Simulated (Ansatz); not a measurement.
CH7BOSSi, SMILES OBCS[SiH3], a single point from an input written key by key

With the Python package of Ansatz (0.2.0).

Contents of `ch7bossi.yaml`:
```yaml
crystal:
  periodic: [false, false, false]
  atoms:
    - { symbol: O, position_ang: [-0.4375, 2.4597, 1.8075] }
    - { symbol: B, position_ang: [-1.0111, 1.5336, 0.834] }
    - { symbol: C, position_ang: [-0.0787, 0.4257, 0.2188] }
    - { symbol: S, position_ang: [-0.896, -0.6157, -0.9365] }
    - { symbol: Si, position_ang: [0.7254, -1.8761, -1.4201] }
    - { symbol: H, position_ang: [-0.6349, 2.1003, 2.6789] }
    - { symbol: H, position_ang: [-2.1151, 1.5984, 0.5112] }
    - { symbol: H, position_ang: [0.3891, -0.1752, 1.06] }
    - { symbol: H, position_ang: [0.7976, 0.9432, -0.2503] }
    - { symbol: H, position_ang: [1.798, -1.0411, -1.9528] }
    - { symbol: H, position_ang: [1.1989, -2.5216, -0.1565] }
    - { symbol: H, position_ang: [0.3412, -2.8864, -2.36] }
basis:
  gaussian: { orbitals: def2-SVP }
correlation:
  method: mp2
output:
  forces: true
```

Notebook, run cell by cell (the value of a cell's last expression is shown):

In [1]:
```python
import ansatz
import numpy as np
```

In [2]:
```python
session = ansatz.Session.from_deck("ch7bossi.yaml")
data = session.plan(threads=1).execute().report

for key in ("converged", "free_energy_ev", "reference_energy_ev", "n_frozen", "n_occupied", "n_virtual"):
    print(f"{key:22s} {data[key]}")
symbols = ["O", "B", "C", "S", "Si", "H", "H", "H", "H", "H", "H", "H"]
print("correlation energy", round(data["free_energy_ev"] - data["reference_energy_ev"], 5), "eV")
cluster = data["correlation"].get("coupled_cluster")
if cluster:
    print("cycles", cluster["cycles"], " T1 diagnostic", round(cluster["t1_diagnostic"], 4), " largest double", round(cluster["largest_double"], 4))
field = data["mean_field"]
print("<S^2> =", round(abs(field["state"]["spin_squared"]), 4), " all-electron relativity setting:", field["relativity"])
print("passes:", field["passes"])
if "symmetry" in field:
    print("occupied orbitals by irrep:", field["symmetry"]["occupied"])
```
```text
converged              True
free_energy_ev         -22539.364732390277
reference_energy_ev    -22521.909821799054
n_frozen               13
n_occupied             [15, 15]
n_virtual              [85, 85]
correlation energy -17.45491 eV
<S^2> = 0.0  all-electron relativity setting: none
passes: {'evaluations': 13, 'products': 38}
occupied orbitals by irrep: [{'A': 28}, {'A': 28}]
```

In [3]:
```python
print("forces (eV/A)")
for symbol, f in zip(symbols, data["forces_ev_ang"]):
    print(f"  {symbol:2s} {f[0]:9.4f} {f[1]:9.4f} {f[2]:9.4f}")
charges = data["charge_distribution"]
dipole = np.array(charges["dipole_moment_e_ang"]) * 4.803205
print("dipole (D): {:.3f} {:.3f} {:.3f}, length {:.3f}".format(*dipole, np.linalg.norm(dipole)))
print("atom  Mulliken   Lowdin")
for symbol, m, l in zip(symbols, charges["mulliken_charges_e"], charges["lowdin_charges_e"]):
    print(f"{symbol:4s} {m:9.3f} {l:8.3f}")
```
```text
forces (eV/A)
  O    -0.9627   -1.7456   -1.8002
  B     2.3941    1.2032    1.9221
  C     1.7545    0.4567    1.1374
  S    -1.3696   -0.7074   -1.0174
  Si    0.3737    0.2367    1.0777
  H    -0.0784    0.2133    0.2978
  H    -1.4946    0.3124   -0.2672
  H    -0.4296    0.5652   -0.5050
  H    -0.3611   -0.0674    0.2524
  H     0.4655    0.1381   -0.2033
  H     0.0651    0.0311   -0.2122
  H    -0.3569   -0.6363   -0.6821
dipole (D): 0.605 -0.713 1.467, length 1.740
atom  Mulliken   Lowdin
O       -0.288    0.171
B        0.313   -0.201
C       -0.257   -0.181
S       -0.262    0.232
Si       0.543    0.256
H        0.195    0.014
H       -0.088   -0.055
H        0.091    0.037
H        0.104    0.038
H       -0.120   -0.106
H       -0.122   -0.107
H       -0.110   -0.096
```

What to keep in mind:
- Total energies depend on the basis set; only differences at equal settings carry meaning.
- The geometry is a force-field or estimated start, not a minimum of this method, and the basis set is short of its limit.
- The Löwdin charges here are taken after orthogonalising the functions within each atom; they differ from plain Löwdin charges, and their signs can be unphysical.
- Wall time of the script: 7.2 s on 1 thread of Intel(R) Xeon(R) Platinum 8375C CPU @ 2.90GHz (Ice Lake), on a shared host, peak memory 0.33 GiB.

(Lines on the test bed's own set-up are left out of the output.)
